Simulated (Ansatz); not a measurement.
# SnH+ (singlet): the correlation ladder at distance Sn1–H2 = 1.899 Å, def2-TZVPP

How much of the correlation energy of SnH+ (singlet) does each wave-function method recover here?

Method: def2-TZVPP, core rule «outside noble gas», up to 9 orbitals frozen; program: Ansatz 0.2.0, Gaussian basis.

To be run: UHF; CCSD(T) on RHF; BCCD(T) on RHF; CISD; CCSDT(Q) on RHF; CASSCF and MRCISD+Q, 2 electrons in 2 orbitals; CASSCF and NEVPT2, 2 electrons in 2 orbitals; CASSCF and MRCISD+Q, 4 electrons in 5 orbitals; CASSCF and NEVPT4(SD), 4 electrons in 5 orbitals; CASSCF and NEVPT2, 4 electrons in 5 orbitals; Full CI.

17 further runs of the same task are left out: 15 that didn't finish, 2 set aside as unsound or not needed.

## (1) The system

The geometry derives from a PBE0/def2-TZVP stationary point (not a proven minimum). One bond is set to the value named and the two fragments are kept rigid. No spin-orbit coupling is included. Elements past krypton take def2 core potentials.

2 atoms, charge 1, spin multiplicity 1.

Atoms are counted from 1 here; the program's logs count them from 0.

Bond lengths: Sn1–H2 1.899 Å.

## (2) UHF

Input file in.yaml:

```yaml
crystal:
  periodic: [false, false, false]
  atoms:
    - {symbol: Sn, position_ang: [0.000000, 0.000000, 0.000000]}
    - {symbol: H, position_ang: [0.000000, 0.000000, 1.899000]}
basis:
  gaussian: {orbitals: def2-TZVPP}
total_charge: 1
magnetization: {spin_polarized: true, initial_magnetization: 0}
hamiltonian: {xc: hf}
output: {orbitals: {seedname: orbitals}}
```

Run with:

```
> ansatz run in.yaml --threads 1 --pin off --events-out ev --progress --plain --max-ram 2393MiB
```

Further steps of the session: CCSD(T) on RHF; BCCD(T) on RHF; CISD; CCSDT(Q) on RHF; CASSCF and MRCISD+Q, 2 electrons in 2 orbitals; CASSCF and NEVPT2, 2 electrons in 2 orbitals; CASSCF and MRCISD+Q, 4 electrons in 5 orbitals; CASSCF and NEVPT4(SD), 4 electrons in 5 orbitals; CASSCF and NEVPT2, 4 electrons in 5 orbitals; Full CI.

Q: Predict the results of all the runs planned. Wanted: FCI below the RHF energy; RMP2 from FCI; RCCSD from FCI; RCCSD(T) from FCI; RCCSDT(Q) from FCI; NEVPT2 pair from FCI; MRCISD+Q pair from FCI; NEVPT2 valence from FCI; T1 diagnostic.

**Answer**, as computed:

| quantity | value |
| --- | --- |
| FCI below the RHF energy | -2.1671 eV |
| RMP2 from FCI | +12.75 kcal/mol |
| RCCSD from FCI | +1.01 kcal/mol |
| RCCSD(T) from FCI | +0.22 kcal/mol |
| RCCSDT(Q) from FCI | +0.01 kcal/mol |
| NEVPT2 pair from FCI | +10.62 kcal/mol |
| MRCISD+Q pair from FCI | -0.87 kcal/mol |
| NEVPT2 valence from FCI | +6.47 kcal/mol |
| levels within 1 kcal/mol (43 meV) | RCCSD(T), BCCD(T), RCCSDT, RCCSDT(Q), MRCISD+Q pair, MRCISD valence, MRCISD+Q valence |
| T1 diagnostic | 0.012 |
| effectively unpaired electrons | 0.06 |

**Reading.** RCCSD(T) lands +0.22 kcal/mol from the yardstick (0.4 % of the correlation energy). MRCISD+Q pair falls below full CI: the +Q correction isn't variational, and the cores differ from full CI's. One determinant dominates. Of the multireference levels listed MRCISD+Q valence comes nearest in total energy (+0.13 kcal/mol), which doesn't show that its space is the better one. These misses are within one basis, not against nature.
